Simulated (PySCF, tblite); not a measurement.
# B18N18H14: electronic excitations, NMR shifts

Aim: compute the electronic excitations, NMR shifts of B18N18H14.

Computed with tblite 0.8.0 and PySCF 2.14.0 and routines of our own; the level stands in each step. Atoms count from 0.

### Step 1. The starting structure

50 atoms, charge 0, multiplicity 1; geometry from: force field, distance geometry or constructed start.

### Step 2. Relaxing the molecule with GFN2-xTB

The job: settings as JSON, then the geometry in Å.

```
{"job": {"kind": "relax", "xc": "GFN2-xTB", "basis": "xTB"}, "charge": 0, "multiplicity": 1}
B      2.518800     0.609000    -0.705300
N      1.817000     1.815000    -1.058500
B      2.306000     1.170500     1.732500
N      1.339000     2.177900     1.377400
B      1.508400     2.064900    -2.439800
N      0.190000     2.505000    -2.793700
B      0.977200     2.347200    -0.011300
N     -0.402400     2.459800    -0.354400
B      0.396200     2.487200     2.426900
N     -0.978800     2.266000     2.081000
B     -0.793400     2.344300    -1.749500
N     -1.902900     1.510000    -2.095300
B     -1.326900     2.066800     0.692800
N     -2.198800     0.990800     0.337200
B     -1.775600     1.672600     3.123300
N     -2.370100     0.414700     2.781500
B     -2.327700     0.612700    -1.050700
N     -2.273300    -0.778900    -1.400500
B     -2.401100     0.015900     1.386100
N     -2.011700    -1.317700     1.038400
B     -2.117200    -1.140900    -2.789600
N     -1.154700    -2.143800    -3.139200
B     -1.770000    -1.634800    -0.349300
N     -0.605000    -2.385200    -0.705200
B     -1.323000    -2.035400     2.080300
N     -0.013600    -2.478300     1.734000
B     -0.206900    -2.458900    -2.096000
N      1.161300    -2.238000    -2.442000
B      0.394100    -2.460800     0.337900
N      1.671000    -1.917000    -0.004600
B      0.980700    -2.316700     2.774100
N      2.084400    -1.482500     2.427500
B      1.958300    -1.639300    -1.401400
N      2.556200    -0.387200    -1.743700
B      2.302000    -1.142900     1.032400
N      2.578800     0.216900     0.684900
H      2.820000     1.134000     2.774800
H      2.323500     1.916600    -3.273100
H     -0.035000     2.904400    -3.722200
H      0.716100     2.898600     3.475900
H     -2.362300     1.549700    -3.022500
H     -1.915600     2.162000     4.174100
H     -2.766600    -0.199900     3.507000
H     -2.761700    -0.632600    -3.620200
H     -1.141600    -2.606900    -4.067600
H     -1.804000    -2.243600     3.123400
H      1.554600    -2.488600    -3.374800
H      0.875500    -2.826300     3.824900
H      2.730800    -1.126300     3.162900
H      2.983500    -0.206000    -2.676400
```

Started as:

```bash
$ OMP_NUM_THREADS=2 python large_run.py task.json out
```

One launch serves the whole session: the jobs run in the order shown.

Standard output:

```text
step      E/eV     max force
  0   -2267.22653    2.121
  1   -2267.86469    1.599
  2   -2268.38650    0.981
  3   -2268.59488    0.588
  4   -2268.71341    0.521
  5   -2268.79640    0.458
  6   -2268.86497    0.293
  7   -2268.89497    0.245
  8   -2268.91146    0.238
  9   -2268.92655    0.205
 10   -2268.94194    0.196
 11   -2268.95497    0.177
 12   -2268.96555    0.206
 13   -2268.97554    0.201
 14   -2268.98597    0.198
 15   -2268.99634    0.188
 16   -2269.00538    0.128
 17   -2269.01307    0.146
 18   -2269.02073    0.135
 19   -2269.02863    0.125
 20   -2269.03525    0.107
 21   -2269.04008    0.112
 22   -2269.04416    0.120
 23   -2269.04842    0.109
 24   -2269.05308    0.134
 25   -2269.05731    0.121
 26   -2269.06065    0.099
 27   -2269.06367    0.089
 28   -2269.06739    0.101
 29   -2269.07208    0.104
 30   -2269.07679    0.116
 31   -2269.08058    0.102
 32   -2269.08381    0.097
 33   -2269.08734    0.105
 34   -2269.09145    0.097
 35   -2269.09538    0.090
 36   -2269.09842    0.083
 37   -2269.10081    0.074
 38   -2269.10296    0.068
 39   -2269.10486    0.068
 40   -2269.10624    0.053
 41   -2269.10715    0.049
 42   -2269.10791    0.054
 43   -2269.10871    0.043
 44   -2269.10950    0.045
 45   -2269.11025    0.047
 46   -2269.11100    0.049
 47   -2269.11179    0.041
 48   -2269.11254    0.035
 49   -2269.11311    0.033
 50   -2269.11355    0.036
 51   -2269.11394    0.039
 52   -2269.11428    0.032
 53   -2269.11454    0.025
 54   -2269.11474    0.024
 55   -2269.11492    0.020
```

It took 2.2 s on 2 threads of Arm Neoverse V2, shared host; peak memory 0.16 GiB.

Step by step:

| step | energy from step 0 (eV) | largest force (eV/Å) |
| --- | --- | --- |
| 0 | 0.0000 | 2.1214 |
| 1 | -0.6382 | 1.5991 |
| 2 | -1.1600 | 0.9812 |
| 3 | -1.3684 | 0.5882 |
| 4 | -1.4869 | 0.5211 |
| 5 | -1.5699 | 0.4584 |
| 6 | -1.6384 | 0.2924 |
| 7 | -1.6684 | 0.2452 |
| 8 | -1.6849 | 0.2381 |
| 11 | -1.7284 | 0.1764 |
| 15 | -1.7698 | 0.1872 |
| 19 | -1.8021 | 0.1258 |
| 23 | -1.8219 | 0.1090 |
| 27 | -1.8371 | 0.0891 |
| 31 | -1.8540 | 0.1026 |
| 35 | -1.8689 | 0.0901 |
| 39 | -1.8783 | 0.0682 |
| 43 | -1.8822 | 0.0431 |
| 47 | -1.8853 | 0.0414 |
| 51 | -1.8874 | 0.0387 |
| 52 | -1.8877 | 0.0317 |
| 53 | -1.8880 | 0.0256 |
| 54 | -1.8882 | 0.0247 |
| 55 | -1.8884 | 0.0195 |

Close pairs (by a distance rule), those that changed most:

| bond | before (Å) | after (Å) | change (Å) |
| --- | --- | --- | --- |
| N31–H48 | 1.042 | 1.007 | -0.035 |
| N27–H46 | 1.043 | 1.009 | -0.033 |
| N33–H49 | 1.042 | 1.009 | -0.033 |
| N21–H44 | 1.038 | 1.009 | -0.029 |
| N5–H38 | 1.035 | 1.009 | -0.027 |
| N11–H40 | 1.036 | 1.009 | -0.027 |
| B14–N15 | 1.433 | 1.407 | -0.026 |
| B4–N5 | 1.434 | 1.410 | -0.024 |

The next job starts from the end point, and lists it.

### Step 3. Electronic excitations: TDA PBE0/def2-SVP

The job: settings as JSON, then the geometry in Å.

```
{"job": {"kind": "uv", "basis": "def2-SVP", "grid": 1, "kgrid": 0, "vcut": 1.5, "nstates": 6, "ntriplets": 2, "tda": true, "delta": [], "pop": true, "xc": "PBE0"}, "charge": 0, "multiplicity": 1}
B      2.672990     0.636543    -0.691650
N      1.992133     1.852912    -1.054626
B      2.494754     1.264466     1.707043
N      1.437273     2.156027     1.371660
B      1.651642     2.210132    -2.408586
N      0.298301     2.448540    -2.725638
B      1.036033     2.193905    -0.017568
N     -0.343621     2.308130    -0.365876
B      0.440567     2.409233     2.387107
N     -0.915568     2.129679     2.057699
B     -0.717381     2.152666    -1.744297
N     -1.943019     1.501708    -2.063374
B     -1.244735     1.873716     0.673364
N     -2.272199     0.944539     0.313433
B     -1.804140     1.597869     3.067834
N     -2.606803     0.502709     2.698424
B     -2.386350     0.550667    -1.068651
N     -2.515482    -0.842977    -1.399146
B     -2.501704    -0.026873     1.361834
N     -2.198863    -1.396299     1.040849
B     -2.391653    -1.336954    -2.749670
N     -1.287955    -2.156871    -3.061220
B     -1.858296    -1.610595    -0.349216
N     -0.647433    -2.294009    -0.697773
B     -1.404958    -2.072367     2.050694
N     -0.049365    -2.355471     1.726336
B     -0.240010    -2.286567    -2.075446
N      1.141212    -2.143468    -2.398658
B      0.350868    -2.238686     0.342460
N      1.659147    -1.791919    -0.012188
B      0.974226    -2.216891     2.736628
N      2.161488    -1.555536     2.368628
B      1.952707    -1.508924    -1.392141
N      2.825848    -0.415590    -1.678428
B      2.334486    -1.052381     1.029843
N      2.814991     0.264168     0.701724
H      2.961826     1.233993     2.782332
H      2.470201     2.257594    -3.251603
H      0.030082     2.601967    -3.685722
H      0.758931     2.682419     3.481185
H     -2.137488     1.289357    -3.030448
H     -1.788544     1.994050     4.169304
H     -3.055170    -0.047851     3.412395
H     -3.145244    -1.012211    -3.591558
H     -1.118106    -2.429382    -4.017235
H     -1.815194    -2.234785     3.137567
H      1.404041    -2.049032    -3.368679
H      0.790647    -2.564560     3.840344
H      2.802144    -1.257792     3.086622
H      2.936227    -0.135535    -2.641481
```

Method: TDA PBE0/def2-SVP, vertical, gas phase, core orbitals frozen in the response, virtual orbitals cut by energy.

Standard output:

```text
start: PBE on a coarse grid of 43334 points
cycle   1  E = -1439.3557712003  dE =  6.530e+00  |g| = 1.547e+00  |ddm| = 9.421e+00
cycle   2  E = -1438.2520213419  dE =  1.104e+00  |g| = 2.669e+00  |ddm| = 5.030e+00
cycle   3  E = -1439.8869974567  dE = -1.635e+00  |g| = 2.563e-01  |ddm| = 3.520e+00
cycle   4  E = -1439.9025265535  dE = -1.553e-02  |g| = 1.267e-01  |ddm| = 5.303e-01
cycle   5  E = -1439.9061833195  dE = -3.657e-03  |g| = 4.130e-02  |ddm| = 1.788e-01
cycle   6  E = -1439.9065559653  dE = -3.726e-04  |g| = 1.396e-02  |ddm| = 5.392e-02
cycle   7  E = -1439.9065984496  dE = -4.248e-05  |g| = 3.057e-03  |ddm| = 1.603e-02
final grid: 192068 points
cycle   8  E = -1440.2819039526  dE = -2.443e-02  |g| = 3.900e-02  |ddm| = 7.446e-01
cycle   9  E = -1440.2821776972  dE = -2.737e-04  |g| = 2.642e-02  |ddm| = 9.814e-02
cycle  10  E = -1440.2823387468  dE = -1.610e-04  |g| = 1.008e-02  |ddm| = 4.261e-02
cycle  11  E = -1440.2823594262  dE = -2.068e-05  |g| = 2.929e-03  |ddm| = 1.309e-02
cycle  12  E = -1440.2823603162  dE = -8.900e-07  |g| = 1.068e-03  |ddm| = 4.058e-03
cycle  13  E = -1440.2823593598  dE =  9.564e-07  |g| = 2.398e-04  |ddm| = 1.431e-03
cycle  14  E = -1440.2823576461  dE =  1.714e-06  |g| = 5.760e-05  |ddm| = 3.411e-04
converged SCF energy = -1440.2823576461

Static polarisability (au): isotropic 270.717, principal 236.481 271.237 304.432

Singlet excitations
state   eV       nm        f      main configurations
  1   5.5017    225.4   0.01497   H->L 0.83
  2   5.5264    224.3   0.00298   H-1->L 0.78
  3   5.6386    219.9   0.02769   H->L+1 0.73
  4   5.6824    218.2   0.00965   H-1->L+1 0.56, H->L+2 0.14, H-3->L 0.09
  5   5.8522    211.9   0.01320   H->L+2 0.51, H-1->L+1 0.17, H->L+3 0.11
  6   5.9376    208.8   0.00856   H-1->L+2 0.34, H->L+3 0.30

Triplet excitations (Tamm-Dancoff, eV): 5.2230 5.2608
```

It took 2.5 min on 2 threads of Arm Neoverse V2, shared host; peak memory 2 GiB.

Frontier orbitals and where they lie:

| orbital | eV | atoms |
| --- | --- | --- |
| HOMO−4 | -7.67 | N15 14 %, N21 9 %, N31 9 % |
| HOMO−3 | -7.42 | N13 16 %, N19 11 %, N7 9 % |
| HOMO−2 | -7.40 | N35 16 %, N29 13 %, N17 11 % |
| HOMO−1 | -6.94 | N33 22 %, N27 13 %, N3 7 % |
| HOMO | -6.90 | N11 14 %, N17 13 %, N1 9 % |
| LUMO | -0.43 | B2 19 %, B6 8 %, B0 7 % |
| LUMO+1 | -0.23 | B20 11 %, B12 10 %, B4 10 % |
| LUMO+2 | -0.05 | B24 33 %, B28 14 %, B26 8 % |
| LUMO+3 | 0.07 | B2 15 %, B20 9 %, B4 9 % |

With each of the 6 states as a Gaussian band of 0.4 eV half-width at 1/e, the curve within the window shown has maxima at 219 nm (ε 2,800) L/(mol cm). Beyond the last state computed it falls off for lack of states. The curve at chosen wavelengths:

(nm, ε (L/mol/cm)): (199, 610), (201, 836), (203, 1098), (205, 1386), (208, 1834), (210, 2118), (212, 2368), (214, 2568), (216, 2704), (218, 2769), (221, 2730), (223, 2619), (225, 2453), (227, 2245), (229, 2009), (231, 1760), (234, 1388), (236, 1157), (238, 947), (240, 761), (242, 602), (244, 468), (247, 312), (249, 234), (251, 173), (253, 126)

Ground-state properties from the same run:

| property | computed |
| --- | --- |
| dipole moment (D) | 4.56 |
| polarisability (Å³) | 40.12 |
| HOMO–LUMO gap (eV) | 6.47 |
| −ε(HOMO) (eV) | 6.90 |

### Step 4. NMR shifts: GIAO KT3/pcSseg-1

Settings changed since step 3:

```diff
@@ -1,2 +1,2 @@
-{"job": {"kind": "uv", "basis": "def2-SVP", "grid": 1, "kgrid": 0, "vcut": 1.5, "nstates": 6, "ntriplets": 2, "tda": true, "delta": [], "pop": true, "xc": "PBE0"}, "charge": 0, "multiplicity": 1}
+{"job": {"kind": "nmr", "xc": "KT3", "basis": "pcSseg-1", "pop": false}, "charge": 0, "multiplicity": 1}
 B      2.672990     0.636543    -0.691650
```

Method: GIAO KT3/pcSseg-1 NMR shielding, non-relativistic, gas phase.

Standard output:

```text
start: PBE on a coarse grid of 43334 points
cycle   1  E = -1440.2409227669  dE =  6.724e+00  |g| = 1.587e+00  |ddm| = 7.571e+00
cycle   2  E = -1439.1295464926  dE =  1.111e+00  |g| = 2.727e+00  |ddm| = 4.043e+00
cycle   3  E = -1440.7780651450  dE = -1.649e+00  |g| = 2.603e-01  |ddm| = 2.911e+00
cycle   4  E = -1440.7935628548  dE = -1.550e-02  |g| = 1.251e-01  |ddm| = 4.465e-01
cycle   5  E = -1440.7970364297  dE = -3.474e-03  |g| = 4.061e-02  |ddm| = 1.455e-01
cycle   6  E = -1440.7973756716  dE = -3.392e-04  |g| = 1.465e-02  |ddm| = 4.502e-02
cycle   7  E = -1440.7974195531  dE = -4.388e-05  |g| = 3.226e-03  |ddm| = 1.323e-02
final grid: 405003 points
cycle   8  E = -1465.9008833254  dE = -7.156e-02  |g| = 1.800e-01  |ddm| = 6.742e-01
cycle   9  E = -1465.8888475481  dE =  1.204e-02  |g| = 2.958e-01  |ddm| = 3.829e-01
cycle  10  E = -1465.9079410940  dE = -1.909e-02  |g| = 1.572e-02  |ddm| = 2.394e-01
cycle  11  E = -1465.9080028798  dE = -6.179e-05  |g| = 6.939e-03  |ddm| = 2.655e-02
cycle  12  E = -1465.9080135921  dE = -1.071e-05  |g| = 2.376e-03  |ddm| = 8.097e-03
cycle  13  E = -1465.9080120401  dE =  1.552e-06  |g| = 7.170e-04  |ddm| = 2.466e-03
cycle  14  E = -1465.9080136192  dE = -1.579e-06  |g| = 1.668e-04  |ddm| = 7.826e-04
cycle  15  E = -1465.9080123122  dE =  1.307e-06  |g| = 6.539e-05  |ddm| = 2.406e-04
converged SCF energy = -1465.9080123122

GIAO shielding tensors (ppm)
atom      isotropic    diamagn.    paramagn.     s11        s22        s33       span
  0 B       75.109     222.616    -147.507     61.516     61.971    101.841     40.325
  1 N      117.281     356.336    -239.055     46.110     71.056    234.677    188.567
  2 B       68.442     208.816    -140.374     45.744     52.649    106.932     61.189
  3 N       89.630     356.194    -266.564      6.459     28.627    233.804    227.346
  4 B       72.995     209.549    -136.554     48.736     58.509    111.739     63.003
  5 N      134.973     336.451    -201.478     33.677    163.803    207.439    173.763
  6 B       77.987     221.162    -143.175     61.721     67.911    104.331     42.610
  7 N      125.660     359.940    -234.280     55.066     74.665    247.248    192.182
  8 B       71.071     205.183    -134.113     50.397     57.714    105.102     54.705
  9 N      101.367     350.808    -249.441     20.174     37.872    246.053    225.879
 10 B       78.408     218.017    -139.609     59.693     71.813    103.719     44.025
 11 N      149.726     343.297    -193.571     75.089    154.797    219.291    144.202
 12 B       77.022     218.634    -141.612     63.522     66.688    100.855     37.333
 13 N      114.236     361.964    -247.727     48.236     65.394    229.078    180.842
 14 B       72.413     203.463    -131.049     48.417     62.966    105.857     57.440
 15 N      135.771     336.571    -200.799     43.661    151.180    212.473    168.812
 16 B       75.896     221.025    -145.130     62.279     64.228    101.179     38.900
 17 N      119.963     355.239    -235.276     50.492     77.183    232.215    181.724
 18 B       74.771     216.815    -142.043     59.261     64.778    100.274     41.013
 19 N      111.293     359.972    -248.679     50.927     53.352    229.598    178.671
 20 B       72.330     208.854    -136.524     48.176     57.187    111.626     63.450
 21 N      133.514     334.547    -201.033     32.172    163.665    204.704    172.531
 22 B       75.704     223.169    -147.465     60.817     63.954    102.342     41.525
 23 N      121.656     359.573    -237.917     52.922     73.418    238.629    185.707
 24 B       68.514     207.508    -138.994     47.111     53.429    105.003     57.893
 25 N       98.524     351.478    -252.955     17.823     34.754    242.994    225.171
 26 B       78.055     217.140    -139.084     59.058     71.483    103.624     44.566
 27 N      158.251     340.028    -181.777     86.004    175.091    213.658    127.654
 28 B       77.872     219.057    -141.184     62.929     68.179    102.508     39.579
 29 N      122.539     359.031    -236.491     55.259     74.678    237.681    182.421
 30 B       73.108     204.964    -131.855     48.907     62.961    107.457     58.550
 31 N      136.531     337.339    -200.808     41.132    152.619    215.841    174.709
 32 B       76.956     219.116    -142.160     58.933     69.365    102.571     43.638
 33 N      150.243     343.833    -193.590     76.126    154.705    219.898    143.772
 34 B       76.900     215.805    -138.905     63.274     66.599    100.829     37.555
 35 N      111.169     359.086    -247.917     51.818     57.857    223.832    172.014
 36 H       26.650      36.437      -9.786     24.912     26.266     28.772      3.860
 37 H       26.875      35.157      -8.283     24.535     26.738     29.351      4.816
 38 H       26.867      35.822      -8.955     23.285     25.541     31.776      8.492
 39 H       26.805      33.849      -7.043     24.544     26.694     29.178      4.633
 40 H       28.449      42.646     -14.197     24.329     28.479     32.540      8.212
 41 H       27.046      31.244      -4.198     24.699     26.632     29.808      5.108
 42 H       26.735      33.518      -6.782     23.043     25.438     31.725      8.683
 43 H       26.778      34.005      -7.227     24.519     26.373     29.442      4.924
 44 H       26.782      33.961      -7.180     23.128     25.310     31.907      8.779
 45 H       26.696      36.127      -9.431     24.464     26.836     28.786      4.322
 46 H       28.328      40.403     -12.076     24.089     27.566     33.328      9.240
 47 H       27.121      32.635      -5.514     24.790     26.797     29.776      4.986
 48 H       26.795      34.879      -8.085     22.979     25.795     31.610      8.631
 49 H       28.672      43.438     -14.765     24.991     28.217     32.809      7.818
```

Run time: 92 s. Hardware: 2 threads of Arm Neoverse V2, shared host; peak memory 1.6 GiB.

Shifts follow as δ = σ(reference) − σ, with reference shieldings (ppm) from runs at the same level and on the same kind of geometry: ¹H TMS 31.76, ¹⁵N NH3 264.4, ¹¹B BF3·OEt2 100.0. The references are single molecules in the gas phase, so shifts against H2O, NH3, PH3, H3PO4 or CFCl3 are not on the usual liquid scales and can be off by tens of ppm.

| atoms | environment | σ (ppm) | δ (ppm) |
| --- | --- | --- | --- |
| H36 | hydrogen on a boron bonded to 2 N | 26.65 | 5.11 |
| H45 | hydrogen on a boron bonded to 2 N | 26.70 | 5.06 |
| H42 | hydrogen on a nitrogen bonded to 2 B | 26.74 | 5.02 |
| H43 | hydrogen on a boron bonded to 2 N | 26.78 | 4.98 |
| H44 | hydrogen on a nitrogen bonded to 2 B | 26.78 | 4.98 |
| H48 | hydrogen on a nitrogen bonded to 2 B | 26.79 | 4.97 |
| H39 | hydrogen on a boron bonded to 2 N | 26.81 | 4.95 |
| H38 | hydrogen on a nitrogen bonded to 2 B | 26.87 | 4.89 |
| H37 | hydrogen on a boron bonded to 2 N | 26.87 | 4.89 |
| H41 | hydrogen on a boron bonded to 2 N | 27.05 | 4.71 |
| H47 | hydrogen on a boron bonded to 2 N | 27.12 | 4.64 |
| H46 | hydrogen on a nitrogen bonded to 2 B | 28.33 | 3.43 |
| H40 | hydrogen on a nitrogen bonded to 2 B | 28.45 | 3.31 |
| H49 | hydrogen on a nitrogen bonded to 2 B | 28.67 | 3.09 |
| B2 | boron bonded to 2 N, H | 68.4 | 31.5 |
| B24 | boron bonded to 2 N, H | 68.5 | 31.5 |
| B8 | boron bonded to 2 N, H | 71.1 | 28.9 |
| B20 | boron bonded to 2 N, H | 72.3 | 27.6 |
| B14 | boron bonded to 2 N, H | 72.4 | 27.6 |
| B4 | boron bonded to 2 N, H | 73.0 | 27.0 |
| B30 | boron bonded to 2 N, H | 73.1 | 26.9 |
| B18 | boron bonded to 3 N | 74.8 | 25.2 |
| B0 | boron bonded to 3 N | 75.1 | 24.9 |
| B22 | boron bonded to 3 N | 75.7 | 24.3 |
| B16 | boron bonded to 3 N | 75.9 | 24.1 |
| B34 | boron bonded to 3 N | 76.9 | 23.1 |
| B32 | boron bonded to 3 N | 77.0 | 23.0 |
| B12 | boron bonded to 3 N | 77.0 | 23.0 |
| B28 | boron bonded to 3 N | 77.9 | 22.1 |
| B6 | boron bonded to 3 N | 78.0 | 22.0 |
| B26 | boron bonded to 3 N | 78.1 | 21.9 |
| B10 | boron bonded to 3 N | 78.4 | 21.6 |
| N3 | nitrogen bonded to 3 B | 89.6 | 174.8 |
| N25 | nitrogen bonded to 3 B | 98.5 | 165.9 |
| N9 | nitrogen bonded to 3 B | 101.4 | 163.0 |
| N35 | nitrogen bonded to 3 B | 111.2 | 153.2 |
| N19 | nitrogen bonded to 3 B | 111.3 | 153.1 |
| N13 | nitrogen bonded to 3 B | 114.2 | 150.2 |
| N1 | nitrogen bonded to 3 B | 117.3 | 147.1 |
| N17 | nitrogen bonded to 3 B | 120.0 | 144.4 |

Ring of atoms B0, N1, B2, N3, B6, N35: NICS(0) -1.4, NICS(1) -2.4, NICS(1)zz -1.4 ppm (means of both faces; NICS(1) differs between them: -4.0 and -0.9).

Ring of atoms B0, N29, B32, N33, B34, N35: NICS(0) -2.4, NICS(1) -2.3, NICS(1)zz -0.6 ppm (means of both faces; NICS(1) differs between them: -4.2 and -0.5).

Ring of atoms N1, B4, N5, B6, N7, B10: NICS(0) -1.9, NICS(1) -2.4, NICS(1)zz -2.4 ppm (means of both faces).

### Step 5. Outcome

```
                                  quantity                                                                                                          value
            lowest singlet (PBE0/def2-SVP)                                                                                    5.50 eV (225 nm), f = 0.015
  brightest single state of those computed                                                                                    state 3, 5.64 eV, f = 0.028
                            lowest triplet                                                                                                        5.22 eV
      ¹H shifts against TMS (KT3/pcSseg-1)                         5.11, 5.06, 5.02, 4.98, 4.98, 4.97, 4.95, 4.89, 4.89, 4.71, 4.64, 3.43, 3.31, 3.09 ppm
¹¹B shifts against BF3·OEt2 (KT3/pcSseg-1)                31.5, 31.5, 28.9, 27.6, 27.6, 27.0, 26.9, 25.2, 24.9, 24.3, 24.1, 23.1, 23.0, 23.0 ppm and more
     ¹⁵N shifts against NH3 (KT3/pcSseg-1)  174.8, 165.9, 163.0, 153.2, 153.1, 150.2, 147.1, 144.4, 142.7, 141.9, 138.7, 130.9, 129.4, 128.6 ppm and more
```

What this shows: The lowest singlet, at 5.50 eV, is HOMO→LUMO 0.83 and is weak; of the 6 states computed, the strongest absorption comes from state 3 at 5.64 eV. The lowest triplet lies 0.28 eV below the lowest singlet.
